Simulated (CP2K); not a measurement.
Runs of CP2K 2026.2 on GdO. It takes space group F-43m (No. 216, cubic). Conventional cell: a = 5.400 Å, b = 5.400 Å, c = 5.400 Å, α = 90.00°, β = 90.00°, γ = 90.00°. Gd (site symmetry -43m) is surrounded by 4 O at 2.34 Å. O (site symmetry -43m) is surrounded by 4 Gd at 2.34 Å. 

```tsv
task	level	potentials or basis	smearing	EPS_DEFAULT	NGRIDS	points a segment of the path (NPOINTS)	bands added on the path	CUTOFF of the grids	pressure (GPa)	moment (μB)
band structure	r2SCAN	POTENTIAL_UZH Gd GTH-SCAN-q18, O GTH-SCAN-q6; DZVP-MOLOPT-SR-GTH, DZVP-MOLOPT-SCAN-GTH basis	fermi-dirac 0.1 eV	1.0E-9	4	8	2	850 Ry	(a)	7.97
band structure	LDA	GTH_POTENTIALS Gd GTH-PADE-q18, O GTH-PADE-q6; DZVP-MOLOPT-SR-GTH, DZVP-MOLOPT-PBE-GTH basis	fermi-dirac 0.05 eV	1.0E-9	4	10	2	600 Ry	-6.5	7.88
band structure	PBE	GTH_POTENTIALS Gd GTH-PBE-q18; POTENTIAL_UZH O GTH-PBE-q6; DZVP-MOLOPT-SR-GTH, DZVP-MOLOPT-PBE-GTH basis	fermi-dirac 0.01 eV	1.0E-9	4	8	2	600 Ry	0.4	7.96
band structure	PBEsol	GTH_POTENTIALS Gd GTH-PBE-q18; POTENTIAL_UZH O GTH-PBE-q6; DZVP-MOLOPT-SR-GTH, DZVP-MOLOPT-PBE-GTH basis	fermi-dirac 0.1 eV	1.0E-9	5	10	6	600 Ry	-3.0	7.94
```

Alike in all rows: spin collinear, ferromagnetic start; cell as given; k mesh 9 × 9 × 9.

Q: Estimate the missing entries.

A: (a) -1.4.

Caveats: the basis of atomic orbitals isn't converged, which shifts pressures, moduli and gaps; the total moment is fixed, so each spin has its own Fermi level; a cell with one magnetic atom can't hold antiferromagnetic order, which such compounds often take; the potentials were made for another functional, which shifts forces and pressure (some runs).
